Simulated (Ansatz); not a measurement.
# H2O4W: the cost of one run

The runs use Ansatz 0.2.0, Gaussian basis; the settings change from run to run.

### Step 1. The relaxed structure

An earlier PBE-D4/def2-SVP relaxation fixed the geometry. W takes a core potential in def2 sets; no spin-orbit term is included.

7 atoms, charge 0, spin multiplicity 1.

Atoms are counted from 1 here; the program's logs count them from 0.

Bond lengths: W1–O2 1.957 Å, W1–O3 1.713 Å, W1–O4 1.915 Å, W1–O5 1.888 Å, W1–H6 1.702 Å, O2–O4 1.455 Å, O5–H7 0.975 Å. Angles: O2–W1–O3 118.3°, O2–W1–O4 44.1°, O2–W1–O5 127.0°, O2–W1–H6 77.4°, O3–W1–O4 109.9°, O3–W1–O5 114.7°, O3–W1–H6 95.2°, O4–W1–O5 116.4°, O4–W1–H6 121.5°, O5–W1–H6 97.1°, W1–O2–O4 66.4°, W1–O4–O2 69.4°, W1–O5–H7 130.8°.

### Step 2. CCSD/def2-SVPD

Set apart from the defaults: coordinates scaled by 1.12.

Contents of in.yaml:

```yaml
crystal:
  periodic: [false, false, false]
  atoms:
    - {symbol: W, position_ang: [0.154068, -0.131975, 0.173032]}
    - {symbol: O, position_ang: [1.802549, 1.277866, 0.484344]}
    - {symbol: O, position_ang: [0.420688, -1.965788, 0.669193]}
    - {symbol: O, position_ang: [0.797809, 1.157228, 1.762355]}
    - {symbol: O, position_ang: [-1.738239, 0.289979, -0.670499]}
    - {symbol: H, position_ang: [1.120386, -0.253041, -1.465784]}
    - {symbol: H, position_ang: [-2.557272, -0.374280, -0.952629]}
basis:
  gaussian: {orbitals: def2-SVPD}
hamiltonian: {xc: {name: HF}}
correlation: {method: ccsd}
scf: {omitted_lower_state_checks: [starts]}
```

The run is started by

```console
> ansatz run in.yaml --threads 4 --pin off --events-out ev --progress --plain --max-ram 3916MiB
```

What time and memory should one allow on 4 threads of Arm Neoverse V2, shared host?

About 30 s, with a peak of 1.3 GiB.
